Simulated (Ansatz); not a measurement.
# Si₂H₃F₃: a ladder of functionals and wavefunction methods

One table from this session's results is given with a row withheld; the runs are named, their logs left out.

Computed with Ansatz 0.2.0, Gaussian basis. Level: functionals in def2-TZVPP, the program's frozen cores in correlated methods.

The runs, in order: LDA (SPW92), PBE-D4, revPBE-D4, BLYP-D4, r2SCAN-D4, B97M-V, PBE0-D4, B3LYP-D4, r2SCANh-D4, r2SCAN0-D4, HSE06-D4, BHLYP-D4, CAM-B3LYP-D4, LC-ωPBE, ωB97X-V, ωB97M-V, B2PLYP, PBE-QIDH; CCSD(T)/def2-SVP; CCSD(T)/def2-TZVPP; MP2/def2-QZVPP; extrapolation to the limit; RPA on PBE.

## The relaxed structure

The geometry comes from an earlier relaxation with PBE0-D4 in a triple-zeta def2 set; it is a stationary point, not always the lowest conformer.

SMILES `F[SiH2][SiH](F)F`, 8 atoms, charge 0, spin multiplicity 1.

Atoms are counted from 1 here; the program's logs count them from 0.

Bond lengths: F1–Si2 1.604 Å, Si2–Si3 2.355 Å, Si2–H6 1.485 Å, Si2–H7 1.484 Å, Si3–F4 1.591 Å, Si3–F5 1.594 Å, Si3–H8 1.481 Å. Angles: F1–Si2–Si3 108.5°, F1–Si2–H6 108.2°, F1–Si2–H7 108.6°, Si3–Si2–H6 110.4°, Si3–Si2–H7 111.2°, H6–Si2–H7 109.9°, Si2–Si3–F4 109.8°, Si2–Si3–F5 107.5°, Si2–Si3–H8 116.5°, F4–Si3–F5 107.4°, F4–Si3–H8 107.5°, F5–Si3–H8 107.8°.

The first run:

Contents of in.yaml:

```yaml
crystal:
  periodic: [false, false, false]
  atoms:
    - {symbol: F, position_ang: [-2.172565, 0.648803, -0.087723]}
    - {symbol: Si, position_ang: [-0.614950, 1.005687, 0.054083]}
    - {symbol: Si, position_ang: [0.619279, -0.998510, -0.024056]}
    - {symbol: F, position_ang: [0.517362, -1.637983, -1.477730]}
    - {symbol: F, position_ang: [2.149198, -0.630389, 0.227285]}
    - {symbol: H, position_ang: [-0.412001, 1.688004, 1.357204]}
    - {symbol: H, position_ang: [-0.233426, 1.913149, -1.056302]}
    - {symbol: H, position_ang: [0.239203, -2.045861, 0.951339]}
basis:
  gaussian: {orbitals: def2-TZVPP}
hamiltonian: {xc: lda}
output: {orbitals: {seedname: orbitals}}
```

Launch:

```bash
ansatz run in.yaml --threads 4 --pin off --events-out ev --progress --plain --max-ram 10444MiB
```

Steps of the session up to this table: LDA; PBE-D4 (GGA); revPBE-D4 (GGA); BLYP-D4 (GGA); r2SCAN-D4 (meta-GGA); B97M-V (meta-GGA); B3LYP-D4 (hybrid); r2SCANh-D4 (hybrid); r2SCAN0-D4 (hybrid); HSE06-D4 (hybrid); BHLYP-D4 (hybrid); CAM-B3LYP-D4 (range-separated); LC-ωPBE (range-separated); ωB97X-V (range-separated); ωB97M-V (range-separated); B2PLYP (double hybrid); PBE-QIDH (double hybrid).

One of the session's tables, all rows but one given; the rest of the session is left out.

It belongs to the step «Frontier levels by functional». 

| functional | HOMO (eV) | gap (eV) |
| --- | --- | --- |
| LDA (SPW92) | -7.41 | 5.03 |
| PBE-D4 | -7.32 | 5.22 |
| revPBE-D4 | -7.27 | 5.30 |
| BLYP-D4 | -7.23 | 5.30 |
| r2SCAN-D4 | -7.64 | 5.84 |
| B97M-V | -7.73 | 5.72 |
| PBE0-D4 | -8.64 | 7.40 |
| B3LYP-D4 | -8.45 | 7.02 |
| r2SCANh-D4 | -8.12 | 6.62 |
| r2SCAN0-D4 | -8.84 | 7.78 |
| HSE06-D4 | -8.24 | 6.62 |
| BHLYP-D4 | -9.89 | 9.56 |
| CAM-B3LYP-D4 | -10.00 | 9.80 |
| LC-ωPBE | -11.27 | 12.26 |
| ωB97X-V | ? | ? |
| ωB97M-V | -10.71 | 11.26 |

Estimate the missing values for ωB97X-V.

**Answer.** HOMO (eV): -10.95; gap (eV): 11.82. In the column «HOMO (eV)» it lies between LC-ωPBE (-11.27) and ωB97M-V (-10.71).
